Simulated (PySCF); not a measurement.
# WF4: forces at shaken geometries

Aim: move all atoms of relaxed WF4 at random and read energies and forces. The structure is generated, not taken from experiment.

Computed with PySCF 2.14.0. Level: PBE0, W def2-SVP with ECP60, F def2-SVP; scalar-relativistic core potentials, no spin–orbit coupling.

2 further runs of the same task are left out: 2 for a known fault of the program.

## 1. Where the work starts

5 atoms, charge 0, spin multiplicity 1.

Bond lengths: W1–F2 1.832 Å, W1–F3 1.832 Å, W1–F4 1.832 Å, W1–F5 1.832 Å. Angles: F2–W1–F3 92.1°, F2–W1–F4 157.7°, F2–W1–F5 92.1°, F3–W1–F4 92.1°, F3–W1–F5 157.7°, F4–W1–F5 92.1°.

Coordinates:

```mol
F4W
  3D, bonds by distance, orders not assigned

  5  4  0  0  0  0  0  0  0  0999 V2000
   -0.0000   -0.0000    0.0000 W   0  0
    1.7980    0.0000    0.3536 F   0  0
   -0.0000    1.7980   -0.3536 F   0  0
   -1.7980   -0.0000    0.3536 F   0  0
    0.0000   -1.7980   -0.3536 F   0  0
  1  2  8  0
  1  3  8  0
  1  4  8  0
  1  5  8  0
M  END
```

Formal oxidation states: W +4. An earlier session relaxed this geometry at PBE0, W def2-SVP with ECP60, F def2-SVP (singlet, point group D2d).

Its energy there is -465.911981 Eh.

## 2. Atoms moved at random, σ = 0.03 Å

File run.py (the lines that set the calculation):

```python
mol = gto.M(atom='''
W      0.02286    -0.01428    -0.02617
F      1.76173     0.04690     0.38720
F     -0.01535     1.75484    -0.34686
F     -1.82041    -0.03174     0.33049
F      0.05117    -1.75572    -0.34466''',
    basis={'W': 'def2-SVP', 'F': 'def2-SVP'},
    ecp={'W': 'def2-SVP'},
    charge=0, spin=0)
mf = dft.RKS(mol, xc='PBE0')
mf.grids.atom_grid = (50, 194)
mf = mf.density_fit()  # fitting sets: W def2-universal-JKFIT, F def2-universal-JKFIT
mf.conv_tol = 1e-08; mf.max_cycle = 55
mf.kernel(dm0)  # dm0: the density of the relaxed state
```

Command:

```sh
OMP_NUM_THREADS=2 python run.py
```

## 3. Atoms moved at random, σ = 0.1 Å

File run.py (the lines that set the calculation):

```python
mol = gto.M(atom='''
W      0.12535    -0.00180    -0.13680
F      1.91056     0.07923     0.30316
F     -0.07336     1.66116    -0.40039
F     -2.01717     0.17842     0.60055
F      0.05462    -1.91701    -0.36651''',
    basis={'W': 'def2-SVP', 'F': 'def2-SVP'},
    ecp={'W': 'def2-SVP'},
    charge=0, spin=0)
mf = dft.RKS(mol, xc='PBE0')
mf.grids.atom_grid = (50, 194)
mf = mf.density_fit()  # fitting sets: W def2-universal-JKFIT, F def2-universal-JKFIT
mf.conv_tol = 1e-08; mf.max_cycle = 55
mf.kernel(dm0)  # dm0: the density of the relaxed state
```

## 4. Atoms moved at random, σ = 0.1 Å

File run.py (the lines that set the calculation):

```python
mol = gto.M(atom='''
W     -0.11734    -0.07481     0.08710
F      1.82677    -0.02428     0.20155
F     -0.20845     1.89053    -0.17077
F     -1.75393     0.10132     0.25917
F      0.25294    -1.89276    -0.37705''',
    basis={'W': 'def2-SVP', 'F': 'def2-SVP'},
    ecp={'W': 'def2-SVP'},
    charge=0, spin=0)
mf = dft.RKS(mol, xc='PBE0')
mf.grids.atom_grid = (50, 194)
mf = mf.density_fit()  # fitting sets: W def2-universal-JKFIT, F def2-universal-JKFIT
mf.conv_tol = 1e-08; mf.max_cycle = 55
mf.kernel(dm0)  # dm0: the density of the relaxed state
```

**Question.** What will these runs give? Wanted: for each run, σ; energy rise; harmonic estimate −½ F·u; largest force component.

**Answer**, as computed:

| σ (Å) | energy rise (eV) | harmonic estimate −½ F·u (eV) | largest force component (eV/Å) |
| --- | --- | --- | --- |
| 0.03 | 0.174 | 0.176 | 2.85 |
| 0.1 | 2.300 | 1.795 | 7.72 |
| 0.1 | 1.642 | 1.656 | 12.62 |

Every displacement raises the energy. For a harmonic well the rise equals −½ F·u; the two differ by at most 22 % here (a move with σ = 0.1 Å), from anharmonicity, the grid and the small forces left at the relaxed point. The bases are small and lack diffuse functions. Spin–orbit coupling is left out.
